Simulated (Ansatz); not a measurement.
# MnHg: the cost of one run

Computed with Ansatz 0.2.0 (DFT PBE, scalar-relativistic, plane waves, PAW, unless a step's input says otherwise).

3 further runs of the same task are left out: 3 set aside as unsound or not needed.

**1. The starting structure**

Symmetry: Pm-3m, No. 221, cubic system. Conventional cell: a = 3.174 Å, b = 3.174 Å, c = 3.174 Å, α = 90.00°, β = 90.00°, γ = 90.00°. Around Ta (site symmetry m-3m) lie 8 Ru at 2.75 Å. Around Ru (site symmetry m-3m) lie 8 Ta at 2.75 Å.

As a file:

```xyz
2
Lattice="3.1737 0.0000 0.0000 0.0000 3.1737 0.0000 0.0000 0.0000 3.1737" Properties=species:S:1:pos:R:3 pbc="T T T"
Ta    1.5868    1.5868    1.5868
Ru    0.0000    0.0000    0.0000
```

This cell was relaxed beforehand with the same method: volume 15.98 Å³/atom, gap on the mesh none (metal).

**2. The film's bulk: MnHg**

Relaxed beforehand at this level: -8855.7987 eV/atom, gap on the mesh none (metal).

```yaml
crystal:
  lattice:
    - [-3.32426, 0.00000, 0.00000]
    - [0.00000, -3.32426, 0.00000]
    - [0.00000, 0.00000, 3.32426]
  atoms:
    - { symbol: Mn, position: [0.50000, 0.50000, 0.50000] }
    - { symbol: Hg, position: [0.00000, 0.00000, 0.00000] }
```

The bulk reference of TaRu, the base, comes from a run made before at the same settings: -7905.7429 eV/atom.

**3. The film's bulk on the base's lattice**

The (110) plane of MnHg is fitted to the (110) plane of TaRu, a strain of -4.5 % along x and -4.5 % along y; the third vector and the atoms relax.

Input file input.yaml:

```yaml
crystal:
  lattice:
    - [3.1736664295, 0.0, 0.0]
    - [0.0, 4.4882421071, 0.0]
    - [0.0, 2.2441210535, 2.4850755655]
  atoms:
    - { symbol: Mn, position: [0.5, 0.5, 0.0], spin: 4.3 }
    - { symbol: Hg, position: [0.0, 0.0, 0.0] }
basis:
  ecutwfc: 420
kpoints:
  mp_grid: { grid: [11, 8, 14] }
hamiltonian:
  xc: pbe
scf:
  occupations: { method: gaussian, width: 0.1 }
output:
  forces: true
  stress: true
  eigenvalues: true
  populations: true
magnetization:
  spin_polarized: true
relax:
  adjacent_minimum: "off"
  f_tol: 0.01
  max_steps: 50
  cell: { fix: [a, b, gamma], stress_tol: 0.1 }
```

The run is started by

```sh
$ ansatz run input.yaml --threads 4 --pin off --max-ram 10240MiB --backend cpu --events-out ev --progress --plain --runs-dir out
```

What time and memory should one allow on 4 threads of Intel Xeon 6975P-C (Granite Rapids), shared host?

About 22 s, with a peak of 0.86 GiB.
